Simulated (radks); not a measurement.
# Ge in [Ar] 3d10 4s2 4d2: an all-electron calculation

The task here is to estimate one member of a computed series from the others.

The numbers are computed with radks (a radial shooting solver on a logarithmic mesh, Libxc functionals) version 1 (Dirac Kohn-Sham, BP86, spin-unpolarised, spherical densities, finite nucleus; open shells fill j = l - 1/2 first), except any that are marked as measured or tabulated.

## The atom as given

| Property | Result |
| --- | --- |
| element | germanium (Z = 32) |
| charge | 0 |
| electrons | 32 |
| configuration | [Ar] 3d10 4s2 4d2 |
| nuclear rms radius | 4.0742 fm |

Set-up of the first run:

Settings of this run:

```text
Z 32
configuration [Ar] 3d10 4s2 4d2 4p0 5s0
relativity Dirac
functional b88,p86
spin unpolarised
j_filling energy
nucleus finite rms 4.0742 fm
c 137.035999084
```

Among the steps run: Self-consistent calculation.

One of the session's tables, all rows but one given; the rest of the session is left out.

It belongs to the step «Shells». Radial moments (bohr):

| level | <r> | outermost maximum (interpolated) | 90 % within | nodes |
| --- | --- | --- | --- | --- |
| 1s1/2 | 0.04699 | 0.0307 | 0.0840 | 0 |
| 2s1/2 | 0.2098 | 0.176 | 0.325 | 1 |
| 2p1/2 | 0.1812 | 0.139 | 0.297 | 0 |
| 2p3/2 | 0.1848 | 0.142 | 0.302 | 0 |
| 3s1/2 | 0.6241 | 0.542 | 0.934 | 2 |
| 3p1/2 | 0.6397 | 0.537 | 0.984 | 1 |
| 3p3/2 | 0.6504 | 0.546 | 1.00 | 1 |
| 3d3/2 | 0.7294 | 0.502 | 1.24 | 0 |
| 3d5/2 | 0.7345 | 0.504 | 1.24 | 0 |
| 4s1/2 | ? | ? | ? | ? |
| 4p1/2 | 2.442 | 2.00 | 3.73 | 2 |
| 4p3/2 | 2.481 | 2.03 | 3.79 | 2 |
| 5s1/2 | 5.782 | 5.09 | 8.46 | 4 |
| 4d3/2 | 5.864 | 4.61 | 9.36 | 1 |
| 4d5/2 | 5.885 | 4.63 | 9.39 | 1 |

Q: Estimate the row for 4s1/2 from the others.

The run gave: <r>: 1.980; outermost maximum (interpolated): 1.68; 90 % within: 2.95; nodes: 3. In the column «<r>» it lies between 3d5/2 (0.7345) and 4p1/2 (2.442).
